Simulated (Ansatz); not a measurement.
# In in Ansatz: further runs, part 2 of 2

Ansatz 0.2.0.

**3. Relaxation of the atoms, PBEsol+D3(BJ) (the (1 0 0) slab of In, cut from the database cell, not relaxed)**

input.yaml

```yaml
crystal:
  lattice:
    - [3.2523, 0.0, 0.0]
    - [0.0, 4.9479, 0.0]
    - [0.0, 0.0, 24.7569]
  atoms:
    - { symbol: In, position: [0.5, 0.5, 0.3029458454] }
    - { symbol: In, position: [0.0, 0.0, 0.3686305636] }
    - { symbol: In, position: [0.5, 0.5, 0.4343152818] }
    - { symbol: In, position: [0.0, 0.0, 0.5] }
    - { symbol: In, position: [0.5, 0.5, 0.5656847182] }
    - { symbol: In, position: [0.0, 0.0, 0.6313694364] }
    - { symbol: In, position: [0.5, 0.5, 0.6970541546] }
hamiltonian:
  xc: pbesol
  pseudopotentials: { kind: paw }
  dispersion: d3bj
kpoints:
  mp_grid: { grid: [8, 6, 1] }
scf:
  occupations: { method: fermi_dirac, width: 0.05 }
output:
  forces: true
  eigenvalues: true
relax:
  f_tol: 0.02
  max_steps: 40
  constraints: [{ sites: [0, 1, 2] }]
efield:
  axis: 3
  dipole_correction: true
  ramp_width: 0.04
```

Potentials or basis: Ansatz PAW.

Command:

```
$ ansatz run input.yaml --threads 4 --pin off --max-ram 11264MiB --backend cpu --events-out ev --progress --plain --runs-dir out
```

Output:

```text
Warning: RAYON_NUM_THREADS=4 ignored (pool sized by the plan → 4); use --threads N
Engine: ansatz 0.2.0, aarch64-unknown-linux-gnu
Pseudopotentials: kind: paw
Pseudopotential: In, paw, valence charge 13, recommended cutoff 420 eV (normal), In.paw.azcp
Functional definition: PBEsol
  exchange = pbesol_x
  correlation = pbesol_c
Crystal: 7 atoms, lattice volume = 398.389 Å³
Basis set: ecut = 420 eV, 7853 PW (Γ), exchange–correlation on 48×72×360 points (8 copies of the dense FFT grid, shifted against one another)
Bands: 55, of which v1, the nominal top of the filled ones, is band 46 counted from 1 (45 counted from 0)
Symmetry: 4 space group operations
k-points: 20 of 48
Non-local potential: In, projectors of the file, l = 0: 2, l = 1: 2, l = 2: 2, l = 3: 2
PAW form: soft (Blöchl's): semilocal exchange-correlation on the pseudo side does not see the compensation charge
PAW frozen core: In, regenerated for the run's functional, and the local potential with it (the file was generated under x = pbe(κ = 0.804, μ = 0.2195149727645171), c = pbe(β = 0.06672455060314922))
PAW one-centre angular grid: In, 590 points (default); XC on 64 Gauss nodes
Initial density: superposition of atomic densities (neutral atoms: chi_scale 0, normalization atom), corrected by the library's trained network
Initial wavefunctions: pseudopotential atomic-orbital guess
Functional: x = pbesol(κ = 0.804, μ = 0.12345679012345678), c = pbesol(β = 0.046)
SCF iter   1: F=—  HF=-38678.535051 eV  |F-HF|=—  |Δ(HF+E_count)|=         —  Δρ=2.05e-3  dr2=6.36e-2  ethr=1.77e-3  p=0.000 e·Å  D=4.14e-14 V/Å  ΔV_dip=-0.00 eV  dr2_dipole=1.97e-8  V_vac-E_F(+/−)=3.84/3.84 eV  ⟨swp⟩=7.0  Hψ=4280  notcnv=0  defer=5
[... 87 lines left out ...]
  Σ components = -38678.591412   (vs F -38678.591412, Δ=0.00e0)
--- Forces (eV/Å), atoms counted from 1 ---
  atom   1  In     0.00000000     0.00000000     0.26607315
  atom   2  In     0.00000000     0.00000000    -0.01087632
  atom   3  In     0.00000000     0.00000000    -0.25014527
  atom   4  In     0.00000000     0.00000000     0.00455467
  atom   5  In     0.00000000     0.00000000    -0.01953967
  atom   6  In     0.00000000     0.00000000    -0.00346230
  atom   7  In     0.00000000     0.00000000     0.01339636
  max |Σ_I F_I| component: 6.17e-7 eV/Å
--- Band table (eV; the first three rows and the last of 20) ---
  k-point 0: bands = ["-12.3108", "-12.1875", "-12.1558", "-12.1285", "-12.1027", "-12.0720", "-12.0520", "-12.0488", "-12.0351", "-12.0134", "-12.0106", "-11.9947", "-11.9910", "-11.9492", "-11.9430", "-11.9267", "-11.9165", "-11.9075", "-11.8917", "-11.8883", "-11.8806", "-11.8721", "-11.8474", "-11.8305", "-11.8192", "-11.8048", "-11.7783", "-11.7530", "-11.7310", "-11.7298", "-11.7140", "-11.6865", "-11.6577", "-11.6473", "-11.6182", "-7.0802", "-6.0883", "-4.7563", "-2.9309", "-1.1096", "-0.3447", "-0.1164", "0.0320", "0.9551", "2.0589", "2.3552", "2.4625", "3.7567", "4.3144", "4.4920", "5.8347", "6.1395", "6.5083", "6.7788", "7.1119"]
  k-point 1: bands = ["-12.3018", "-12.1794", "-12.1427", "-12.1229", "-12.1114", "-12.0717", "-12.0707", "-12.0525", "-12.0489", "-12.0236", "-12.0127", "-11.9937", "-11.9733", "-11.9658", "-11.9549", "-11.9428", "-11.9371", "-11.9090", "-11.8974", "-11.8831", "-11.8818", "-11.8635", "-11.8523", "-11.8265", "-11.8050", "-11.7807", "-11.7748", "-11.7449", "-11.7242", "-11.7047", "-11.6993", "-11.6885", "-11.6635", "-11.6485", "-11.6342", "-6.8935", "-5.9026", "-4.5785", "-2.7978", "-2.3485", "-1.3818", "-1.0906", "0.6987", "1.4213", "2.1286", "2.4107", "3.6223", "3.6827", "4.4309", "5.2255", "5.9637", "6.3748", "6.5159", "6.8730", "7.4740"]
  k-point 2: bands = ["-12.2801", "-12.1605", "-12.1490", "-12.1167", "-12.1111", "-12.0847", "-12.0790", "-12.0688", "-12.0493", "-12.0355", "-12.0272", "-12.0007", "-11.9946", "-11.9834", "-11.9591", "-11.9473", "-11.9312", "-11.9241", "-11.9057", "-11.8954", "-11.8631", "-11.8599", "-11.8255", "-11.8234", "-11.8005", "-11.7638", "-11.7456", "-11.7274", "-11.7262", "-11.7168", "-11.7163", "-11.6629", "-11.6481", "-11.6468", "-11.6424", "-6.3300", "-5.3476", "-4.1045", "-3.9959", "-3.1602", "-2.1932", "-1.8492", "0.2561", "0.5280", "2.4462", "2.8319", "4.4341", "5.0266", "5.1560", "6.1448", "6.6942", "6.9160", "7.0877", "7.5890", "8.0356"]
  k-point 19: bands = ["-12.1637", "-12.1119", "-12.0991", "-12.0783", "-12.0553", "-12.0496", "-12.0484", "-12.0385", "-12.0382", "-12.0270", "-12.0157", "-12.0113", "-12.0076", "-11.9856", "-11.9729", "-11.9692", "-11.9512", "-11.9404", "-11.9126", "-11.9057", "-11.8753", "-11.8696", "-11.8389", "-11.8358", "-11.7839", "-11.7419", "-11.7229", "-11.6914", "-11.6895", "-11.6851", "-11.6634", "-11.6589", "-11.6307", "-11.5759", "-11.5487", "-1.9403", "-1.7377", "-1.1689", "-0.8604", "-0.8326", "-0.7646", "-0.2796", "0.1148", "0.2412", "0.6796", "1.1533", "1.2684", "1.5810", "2.5123", "3.3790", "3.4337", "4.5512", "5.6436", "5.6542", "5.9296"]
--- Relaxed structure (5 steps of the walk, 5 accepted, 0 SCFs on fresh bases) ---
  F+E_penalty+E_count = -38678.59141165 eV   max|allowed force component| = 1.954e-2 eV/Å
  atoms:
    - { symbol: In, position: [0.5, 0.5, 0.3029458454] }
    - { symbol: In, position: [0.0, 0.0, 0.3686305636] }
    - { symbol: In, position: [0.5, 0.5, 0.43431528179999995] }
    - { symbol: In, position: [0.0, 0.0, 0.493660199744339] }
    - { symbol: In, position: [0.5, 0.5, 0.554337946185748] }
    - { symbol: In, position: [0.0, 0.0, 0.6182814482490232] }
    - { symbol: In, position: [0.5, 0.5, 0.6772375776464841] }
```

Run time: 46 s. Hardware: 4 threads of Arm Neoverse V2, shared host; peak memory 0.96 GiB.

What came out:

```
Free energy                     : -38678.5914 eV
Energy gained by relaxing       : 11.1 meV/atom
Ionic steps                     : 5
Largest force after relaxing    : 0.266 eV/Å
Band gap on the k mesh          : none (metal or under the smearing width)
Work function of the upper face : 3.96 eV
Work function of the lower face : 3.85 eV
Dipole across the slab          : -0.010 e·Å
```

Forces in eV/Å, atoms in the order of the input:
```
In   0.000  0.000  0.266
In   0.000  0.000 -0.011
In   0.000  0.000 -0.250
In   0.000  0.000  0.005
In   0.000  0.000 -0.020
In   0.000  0.000 -0.003
In   0.000  0.000  0.013
```

The path:
```
step  energy change (eV)  largest force (eV/Å)
   1              0.0000                0.2241
   2             -0.0437                0.2332
   3             -0.0728                0.2620
   4             -0.0774                0.2661
   5             -0.0774                0.2661
```

Final structure:
```yaml
crystal:
  lattice:
    - [3.25230, 0.00000, 0.00000]
    - [0.00000, 4.94790, 0.00000]
    - [0.00000, 0.00000, 24.75690]
  atoms:
    - { symbol: In, position: [0.50000, 0.50000, 0.30295] }
    - { symbol: In, position: [0.00000, 0.00000, 0.36863] }
    - { symbol: In, position: [0.50000, 0.50000, 0.43432] }
    - { symbol: In, position: [0.00000, 0.00000, 0.49366] }
    - { symbol: In, position: [0.50000, 0.50000, 0.55434] }
    - { symbol: In, position: [0.00000, 0.00000, 0.61828] }
    - { symbol: In, position: [0.50000, 0.50000, 0.67724] }
```

Caveat: the PAW data sets come from PBE, with cores solved anew for the run's functional, which leaves a small shift of forces and pressure.

**4. Relaxation of the atoms, PBEsol+D3(BJ)-ATM (the (1 0 0) slab of In, cut from the database cell, not relaxed)**

Changes to input.yaml since step 3:

```diff
@@ -16,3 +16,3 @@
   pseudopotentials: { kind: paw }
-  dispersion: d3bj
+  dispersion: d3bjatm
 kpoints:
```

Command:

```
$ ansatz run input.yaml --threads 4 --pin off --max-ram 11264MiB --backend cpu --events-out ev --progress --plain --runs-dir out
```

It took 48 s on 4 threads of Arm Neoverse V2, shared host; peak memory 0.97 GiB.

Results (log left out):

* Free energy: -38678.5413 eV
* Energy gained by relaxing: 10.8 meV/atom
* Ionic steps: 5
* Largest force after relaxing: 0.264 eV/Å
* Band gap on the k mesh: none (metal or under the smearing width)
* Work function of the upper face: 3.96 eV
* Work function of the lower face: 3.85 eV
* Dipole across the slab: -0.009 e·Å

Forces in eV/Å, atoms in the order of the input:
```
In   0.000  0.000  0.264
In   0.000  0.000 -0.010
In   0.000  0.000 -0.255
In   0.000  0.000 -0.001
In   0.000  0.000  0.002
In   0.000  0.000 -0.001
In   0.000  0.000  0.001
```

Step by step:
| step | energy change (eV) | largest force (eV/Å) |
| --- | --- | --- |
| 1 | 0.0000 | 0.2217 |
| 2 | -0.0428 | 0.2308 |
| 3 | -0.0710 | 0.2595 |
| 4 | -0.0753 | 0.2629 |
| 5 | -0.0753 | 0.2642 |

Final structure:
```xyz
7
Lattice="3.2523 0.0000 0.0000 0.0000 4.9479 0.0000 0.0000 0.0000 24.7569" Properties=species:S:1:pos:R:3 pbc="T T T"
In    1.6261    2.4739    7.5000
In    0.0000    0.0000    9.1261
In    1.6261    2.4739   10.7523
In    0.0000    0.0000   12.2241
In    1.6261    2.4739   13.7228
In    0.0000    0.0000   15.3098
In    1.6261    2.4739   16.7735
```

Levels at points of the mesh, in eV from the Fermi level:
| k point | band 42 | band 43 | band 44 | band 45 | band 46 | band 47 | band 48 | band 49 |
| --- | --- | --- | --- | --- | --- | --- | --- | --- |
| (0.00, 0.00, 0.00) | -2.65 | -2.51 | -1.58 | -0.48 | -0.18 | -0.08 | 1.21 | 1.77 |
| (0.00, -0.50, 0.00) | -4.41 | -2.68 | -2.09 | -0.29 | 0.17 | 2.06 | 2.43 | 3.91 |
| (-0.50, 0.00, 0.00) | -1.80 | -1.51 | -0.27 | 0.54 | 0.95 | 0.99 | 1.27 | 1.36 |
| (-0.50, -0.50, 0.00) | -2.82 | -2.42 | -2.29 | -1.86 | -1.39 | -1.27 | -0.96 | -0.03 |

Caveat: the PAW data sets come from PBE, with cores solved anew for the run's functional, which leaves a small shift of forces and pressure.

**5. Relaxation of the atoms, PBEsol+D4 (the (1 0 0) slab of In, cut from the database cell, not relaxed)**

Changes to input.yaml since step 4:

```diff
@@ -16,3 +16,3 @@
   pseudopotentials: { kind: paw }
-  dispersion: d3bjatm
+  dispersion: d4
 kpoints:
```

Potentials or basis: Ansatz PAW.

Command:

```
$ ansatz run input.yaml --threads 4 --pin off --max-ram 11264MiB --backend cpu --events-out ev --progress --plain --runs-dir out
```

Output:

```text
Warning: RAYON_NUM_THREADS=4 ignored (pool sized by the plan → 4); use --threads N
[... 6 set-up lines as earlier in the session ...]
Crystal: 7 atoms, lattice volume = 398.389 Å³
Basis set: ecut = 420 eV, 7853 PW (Γ), exchange–correlation on 48×72×360 points (8 copies of the dense FFT grid, shifted against one another)
[... 110 lines left out ...]
  k-point 1: bands = ["-12.2799", "-12.1761", "-12.1334", "-12.1173", "-12.0984", "-12.0692", "-12.0568", "-12.0494", "-12.0445", "-12.0209", "-12.0079", "-11.9927", "-11.9651", "-11.9619", "-11.9459", "-11.9356", "-11.9337", "-11.9086", "-11.8927", "-11.8801", "-11.8779", "-11.8579", "-11.8502", "-11.8231", "-11.8018", "-11.7801", "-11.7729", "-11.7454", "-11.7219", "-11.7061", "-11.7037", "-11.6954", "-11.6650", "-11.6501", "-11.6334", "-6.8374", "-5.8800", "-4.5751", "-2.8120", "-2.3020", "-1.3792", "-1.1254", "0.7036", "1.3991", "2.1580", "2.3944", "3.6199", "3.6536", "4.4212", "5.2024", "5.9055", "6.3494", "6.5138", "6.8284", "7.5248"]
  k-point 2: bands = ["-12.2572", "-12.1569", "-12.1365", "-12.1123", "-12.0968", "-12.0783", "-12.0733", "-12.0647", "-12.0464", "-12.0273", "-12.0237", "-11.9995", "-11.9912", "-11.9721", "-11.9551", "-11.9412", "-11.9264", "-11.9173", "-11.9005", "-11.8923", "-11.8619", "-11.8594", "-11.8222", "-11.8220", "-11.7981", "-11.7633", "-11.7444", "-11.7272", "-11.7269", "-11.7194", "-11.7148", "-11.6608", "-11.6544", "-11.6489", "-11.6476", "-6.2748", "-5.3253", "-4.0873", "-3.9576", "-3.1406", "-2.2192", "-1.8684", "0.2456", "0.5230", "2.3972", "2.7863", "4.3976", "4.9828", "5.1777", "6.1433", "6.6605", "6.9059", "7.0676", "7.5795", "7.9924"]
  k-point 19: bands = ["-12.1361", "-12.0963", "-12.0881", "-12.0705", "-12.0500", "-12.0445", "-12.0438", "-12.0348", "-12.0256", "-12.0191", "-12.0103", "-12.0078", "-12.0009", "-11.9809", "-11.9695", "-11.9655", "-11.9491", "-11.9364", "-11.9144", "-11.9029", "-11.8715", "-11.8677", "-11.8361", "-11.8336", "-11.7818", "-11.7429", "-11.7193", "-11.6930", "-11.6914", "-11.6857", "-11.6633", "-11.6545", "-11.6315", "-11.5821", "-11.5549", "-1.8868", "-1.6909", "-1.1488", "-0.8143", "-0.8088", "-0.7218", "-0.2615", "0.1279", "0.2533", "0.6537", "1.1221", "1.2713", "1.5682", "2.4887", "3.3841", "3.4347", "4.5318", "5.6005", "5.6232", "5.8749"]
--- Relaxed structure (5 steps of the walk, 5 accepted, 0 SCFs on fresh bases) ---
  F+E_penalty+E_count = -38677.81000288 eV   max|allowed force component| = 2.358e-3 eV/Å
  atoms:
    - { symbol: In, position: [0.5, 0.5, 0.3029458454] }
    - { symbol: In, position: [0.0, 0.0, 0.3686305636] }
    - { symbol: In, position: [0.5, 0.5, 0.43431528179999995] }
    - { symbol: In, position: [0.0, 0.0, 0.49479257846314345] }
    - { symbol: In, position: [0.5, 0.5, 0.5557012206332331] }
    - { symbol: In, position: [0.0, 0.0, 0.6205942250132978] }
    - { symbol: In, position: [0.5, 0.5, 0.6798786950367721] }
```

Wall time 46 s (4 threads of Arm Neoverse V2, shared host); peak memory 0.97 GiB.

Results:

```yaml
Free_energy: -38677.8100 eV
Energy_gained_by_relaxing: 7.2 meV/atom
Ionic_steps: 5
Largest_force_after_relaxing: 0.227 eV/Å
Band_gap_on_the_k_mesh: none (metal or under the smearing width)
Work_function_of_the_upper_face: 3.96 eV
Work_function_of_the_lower_face: 3.86 eV
Dipole_across_the_slab: -0.008 e·Å
```

Forces in eV/Å, atoms in the order of the input:
```
In   0.000  0.000  0.227
In   0.000  0.000 -0.020
In   0.000  0.000 -0.207
In   0.000  0.000 -0.002
In   0.000  0.000  0.001
In   0.000  0.000  0.001
In   0.000  0.000  0.001
```

Step by step:
```csv
step,energy change (eV),largest force (eV/Å)
1,0.0000,0.1928
2,-0.0320,0.2009
3,-0.0492,0.2291
4,-0.0502,0.2247
5,-0.0503,0.2268
```

Final structure:
```cif
data_structure
_symmetry_space_group_name_H-M 'P 1'
_symmetry_Int_Tables_number 1
_cell_length_a 3.2523
_cell_length_b 4.9479
_cell_length_c 24.7569
_cell_angle_alpha 90.000
_cell_angle_beta 90.000
_cell_angle_gamma 90.000
_cell_volume 398.39
loop_
_atom_site_label
_atom_site_type_symbol
_atom_site_fract_x
_atom_site_fract_y
_atom_site_fract_z
_atom_site_occupancy
In1 In 0.50000 0.50000 0.30295 1
In2 In 0.00000 0.00000 0.36863 1
In3 In 0.50000 0.50000 0.43432 1
In4 In 0.00000 0.00000 0.49479 1
In5 In 0.50000 0.50000 0.55570 1
In6 In 0.00000 0.00000 0.62059 1
In7 In 0.50000 0.50000 0.67988 1
```

Caveat: the PAW data sets come from PBE, with cores solved anew for the run's functional, which leaves a small shift of forces and pressure.

**6. Summary**

```csv
level,gap on the mesh (eV),largest force (eV/Å),work function (eV)
PBEsol,none,0.17,3.97
PBEsol+D3(BJ),none,0.27,3.96
PBEsol+D3(BJ)-ATM,none,0.26,3.96
PBEsol+D4,none,0.23,3.96
```

Alike in all rows: task relaxation of the atoms; potentials or basis Ansatz PAW; no spin polarisation; cell atoms relaxed from: the (1 0 0) slab of In, cut from the database cell, not relaxed; k mesh 8 × 6 × 1; cutoff (eV) 420; smearing fermi-dirac 0.05 eV.

Caveats: the PAW data sets come from PBE, with cores solved anew for the run's functional, which leaves a small shift of forces and pressure.

Total energies depend on the potentials used, so only differences within one code and one set of settings carry meaning.
